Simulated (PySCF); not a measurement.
# TaO₂⁻: relaxation and vibrations of the singlet

The task is one start of a wider search on TaO₂⁻: the singlet, built as end-on. It is relaxed, tested by its Hessian and followed downhill if it is a saddle.

The runs use PySCF 2.14.0; PBE0, basis Ta def2-SVPD with ECP60, O def2-SVPD, scalar-relativistic core potentials, no spin–orbit coupling, density fitting.

### Step 1. The starting structure

3 atoms, charge -1, spin multiplicity 1.

Bond lengths: Ta1–O2 2.153 Å, O2–O3 1.445 Å. Angles: Ta1–O2–O3 119.9°.

```xyz
3
charge -1 multiplicity 1
Ta    0.0000    0.0000    0.0000
O     0.0000    0.0000    2.1527
O     1.2528    0.0000    2.8727
```

### Step 2. First SCF at the start

The steps below are one call of a driver around PySCF. For each, scf.py gives the equivalent set-up of the SCF; relaxations use the driver's own optimiser. After this first run the driver tries any further starts and a stability analysis.

The input, scf.py:

```python
from pyscf import gto, scf, dft
mol = gto.M(atom='''
Ta     0.000000     0.000000     0.000000
O      0.000000     0.000000     2.152700
O      1.252800     0.000000     2.872700''',
    basis={'Ta': 'def2-SVPD', 'O': 'def2-SVPD'},
    ecp={'Ta': 'def2-SVPD'},
    charge=-1, spin=0)
mf = dft.RKS(mol, xc='PBE0')
mf.grids.atom_grid = (50, 194)
aux = {'Ta': 'def2-universal-JKFIT', 'O': 'def2-universal-JKFIT'}
mf = mf.density_fit(auxbasis=aux)
mf.conv_tol = 1e-08
mf.diis_space = 10
mf.max_cycle = 60
mf.init_guess = 'minao'
mf.verbose = 4
mf.kernel()
```

Run with:

```bash
$ OMP_NUM_THREADS=2 python axn.py task.json out
```

Further steps of the session: Relaxation: end-on start, singlet; Frequencies; The broken-symmetry singlet; Frequencies.

**Question.** What will these runs give? Wanted: minimum; geometry; wavenumbers; dipole moment; highest occupied, lowest empty level; polar-tensor charge of Ta1; zero-point energy; ⟨S²⟩.

As calculated:

```
                                          quantity                                     value
                                           minimum             broken-symmetry (Ms = 0), C∞v
                                          geometry  O–O 1.336 Å, Ta–O 1.782 Å; O–O–Ta 180.0°
                                wavenumbers (cm⁻¹)                       200, 200, 544, 1162
                    dipole moment (centre of mass)                                    5.33 D
highest occupied, lowest empty level (either spin)                             0.11, 2.68 eV
                        polar-tensor charge of Ta1                                   -0.37 e
                                 zero-point energy                               12.6 kJ/mol
                               entropy at 298.15 K                           268.3 J/(mol K)
                                              ⟨S²⟩                                     1.001
```

From Cs at the start the molecule goes to a C∞v minimum. The determinant is spin-contaminated (⟨S²⟩ = 1.00 against 0.00), so it is no pure spin state. In the infrared the band at 1162 cm⁻¹ leads. Other starts or spin states, not run here, may lie lower. The SCF density has lower symmetry than the nuclear frame. The highest occupied level lies above zero: either self-interaction error lifts it or the extra electron is not bound, and the basis holds it in place. A two-component treatment could change these values noticeably.
